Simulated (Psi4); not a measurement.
# GeHOF (SMILES [OH][Ge][F]): HF/cc-pVTZ (sweep point 5)

We compute a single-point energy of GeHOF. 

The results are computed with Psi4 1.11.

6 further runs of the same task are left out: 6 set aside as unsound or not needed.

## 1. Starting point

The species is GeHOF (4 atoms), meant as a singlet with charge 0. SMILES: `[OH][Ge][F]`. The shape is that of a PBE0-D4/def2-TZVP optimisation.

Bond lengths: O1–Ge2 1.771 Å, Ge2–F3 1.767 Å, O1–H4 0.964 Å. Angles: O1–Ge2–F3 97.0°, Ge2–O1–H4 113.8°.

## 2. A single-point energy at HF/cc-pVTZ (sweep point 5)

The input, input.dat:

```
memory 1600 mb

molecule mol {
  0 1
  O     -1.54900850     1.01894033    -0.72017463
  Ge    -0.73680422    -1.30958020     1.54163857
  F      2.52637486    -1.43392418     0.84621936
  H     -0.13568234     1.61080255    -1.70585577
  units bohr
  symmetry c1
}

set {
  basis cc-pVTZ
  puream true
  scf_type pk
  d_convergence 1e-06
  e_convergence 1e-06
}

e, wfn = energy("scf", return_wfn=True)
```

The run is started by

```sh
$ psi4 -n 1 input.dat output.dat
```

output.dat:

```text
[...]
  Running in c1 symmetry.
[...]
  Nuclear repulsion =  190.671197223140723
[...]
  Multiplicity = 1
[...]
  Nalpha       = 25
  Nbeta        = 25
[...]
    Number of basis functions: 117
[...]
   @RHF iter   1: -2249.68112859793428   -4.17556e+00   1.51351e-02 ADIIS/DIIS
[...]
   @RHF iter   9: -2250.42845172704347   -2.15509e-08   4.15070e-07 DIIS
[...]
    Orbital Energies [Eh]
    ---------------------
    Doubly Occupied:
       1A   -405.272716     2A    -52.176420     3A    -46.263699
       4A    -46.262497     5A    -46.261558     6A    -26.254333
       7A    -20.566516     8A     -7.224154     9A     -5.199825
      10A     -5.195880    11A     -5.192392    12A     -1.684531
      13A     -1.677046    14A     -1.675167    15A     -1.670294
      16A     -1.665432    17A     -1.528183    18A     -1.327198
      19A     -0.740143    20A     -0.673586    21A     -0.629639
      22A     -0.618919    23A     -0.544786    24A     -0.516261
      25A     -0.405956
[...]
  @RHF Final Energy: -2250.42845172704347
   => Energetics <=
    Nuclear Repulsion Energy =            190.6711972231407231
    One-Electron Energy =               -3519.7450925586554149
    Two-Electron Energy =                1078.6454436084713961
    Total Energy =                      -2250.4284517270434662
[...]
 Multipole Moments:
 ------------------------------------------------------------------------------------
     Multipole            Electronic (a.u.)      Nuclear  (a.u.)        Total (a.u.)
 ------------------------------------------------------------------------------------
 L = 1.  Multiply by 2.5417464519 to convert [e a0] to [Debye]
 Dipole X            :         -1.1460582            0.9062187           -0.2398395
 Dipole Y            :         -3.2736442            3.2239443           -0.0496999
 Dipole Z            :          3.7598653           -3.6464616            0.1134038
 Magnitude           :                                                    0.2699138
[...]
```

It took 17 s on 1 thread of Intel Xeon Platinum 8488C (Sapphire Rapids), shared host; peak memory 1.4 GiB.

## 3. Results

At HF/cc-pVTZ (sweep point 5):

| quantity | value |
| --- | --- |
| total energy | -2250.42845 Eh |
| dipole moment | 0.69 D |
| HOMO energy | -11.05 eV |
| LUMO energy | 0.92 eV |
| HOMO–LUMO gap | 11.97 eV |
